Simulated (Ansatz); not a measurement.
# C₂H₅F₂GaO: one species, many methods

The task here is to estimate one member of a computed series from the others.

Method: functionals in def2-TZVPP, the program's frozen cores in correlated methods; program: Ansatz 0.2.0, Gaussian basis.

The runs, in order: LDA (SPW92), PBE-D4, revPBE-D4, BLYP-D4, r2SCAN-D4, B97M-V, PBE0-D4, B3LYP-D4, r2SCANh-D4, r2SCAN0-D4, HSE06-D4, BHLYP-D4, CAM-B3LYP-D4, LC-ωPBE, ωB97X-V, ωB97M-V, B2PLYP, PBE-QIDH; CCSD(T)/def2-SVP; MP2/def2-TZVPP; MP2/def2-QZVPP; RPA on PBE.

## The relaxed structure

An earlier PBE0-D4 in a triple-zeta def2 set relaxation fixed the geometry.

SMILES `CC[O][Ga]([F])[F]`, 11 atoms, charge 0, spin multiplicity 1.

Atoms are counted from 1 here; the program's logs count them from 0.

Bond lengths: C1–C2 1.511 Å, C1–H7 1.093 Å, C1–H8 1.095 Å, C1–H9 1.092 Å, C2–O3 1.421 Å, C2–H10 1.094 Å, C2–H11 1.096 Å, O3–Ga4 1.754 Å, Ga4–F5 1.741 Å, Ga4–F6 1.730 Å. Angles: C2–C1–H7 110.6°, C2–C1–H8 111.0°, C2–C1–H9 110.6°, H7–C1–H8 107.4°, H7–C1–H9 108.3°, H8–C1–H9 108.9°, C1–C2–O3 112.5°, C1–C2–H10 110.3°, C1–C2–H11 110.2°, O3–C2–H10 105.7°, O3–C2–H11 110.6°, H10–C2–H11 107.3°, C2–O3–Ga4 121.9°, O3–Ga4–F5 123.0°, O3–Ga4–F6 120.7°, F5–Ga4–F6 116.3°.

The first run:

Input file in.yaml:

```yaml
crystal:
  periodic: [false, false, false]
  atoms:
    - {symbol: C, position_ang: [-0.073934, -1.206717, 0.678222]}
    - {symbol: C, position_ang: [0.993948, -0.258585, 0.185986]}
    - {symbol: O, position_ang: [0.564691, 1.095793, 0.192407]}
    - {symbol: Ga, position_ang: [-0.762439, 1.653609, -0.809653]}
    - {symbol: F, position_ang: [-1.536054, 0.649099, -2.002289]}
    - {symbol: F, position_ang: [-1.347694, 3.276684, -0.677636]}
    - {symbol: H, position_ang: [0.310569, -2.228823, 0.722312]}
    - {symbol: H, position_ang: [-0.936401, -1.209699, 0.003576]}
    - {symbol: H, position_ang: [-0.408537, -0.923039, 1.678466]}
    - {symbol: H, position_ang: [1.866989, -0.295799, 0.844469]}
    - {symbol: H, position_ang: [1.328881, -0.552534, -0.815858]}
basis:
  gaussian: {orbitals: def2-TZVPP}
hamiltonian: {xc: lda}
output: {orbitals: {seedname: orbitals}}
```

Run with:

```bash
> ansatz run in.yaml --threads 4 --pin off --events-out ev --progress --plain --max-ram 10444MiB
```

Steps of the session up to this table: LDA; PBE-D4 (GGA); revPBE-D4 (GGA); BLYP-D4 (GGA); r2SCAN-D4 (meta-GGA); B97M-V (meta-GGA); B3LYP-D4 (hybrid); r2SCANh-D4 (hybrid); r2SCAN0-D4 (hybrid); HSE06-D4 (hybrid); BHLYP-D4 (hybrid); CAM-B3LYP-D4 (range-separated); LC-ωPBE (range-separated); ωB97X-V (range-separated); ωB97M-V (range-separated); B2PLYP (double hybrid); PBE-QIDH (double hybrid).

One table of the session follows, with a row left open; its other results are not shown here.

It belongs to the step «Orbital energies across the functionals». 

| functional | HOMO (eV) | LUMO (eV) | gap (eV) |
| --- | --- | --- | --- |
| LDA (SPW92) | -7.33 | -2.91 | 4.42 |
| PBE-D4 | -7.13 | -2.56 | 4.58 |
| revPBE-D4 | -7.05 | -2.39 | 4.66 |
| BLYP-D4 | -7.06 | -2.57 | 4.49 |
| r2SCAN-D4 | -7.45 | -2.24 | 5.21 |
| B97M-V | -7.57 | -2.46 | 5.11 |
| PBE0-D4 | -8.69 | -1.56 | 7.13 |
| B3LYP-D4 | -8.47 | -1.95 | 6.51 |
| r2SCANh-D4 | ? | ? | ? |
| r2SCAN0-D4 | -8.92 | -1.37 | 7.55 |
| HSE06-D4 | -8.28 | -1.93 | 6.35 |
| BHLYP-D4 | -10.21 | -0.71 | 9.50 |
| CAM-B3LYP-D4 | -10.18 | -0.64 | 9.53 |
| LC-ωPBE | -11.49 | 0.82 | 12.31 |
| ωB97X-V | -11.16 | 0.59 | 11.75 |
| ωB97M-V | -11.09 | 0.36 | 11.45 |

Estimate the missing values for r2SCANh-D4.

Worked estimate for «HOMO (eV)». Against the share of exact exchange, r2SCAN-D4 (0, -7.45), r2SCAN0-D4 (0.25, -8.92) give a slope of -5.88 per unit share; at 0.1 the line stands at -8.04.

As computed: HOMO (eV): -8.04; LUMO (eV): -1.89; gap (eV): 6.15. In «HOMO (eV)» the line misses by 0.00.
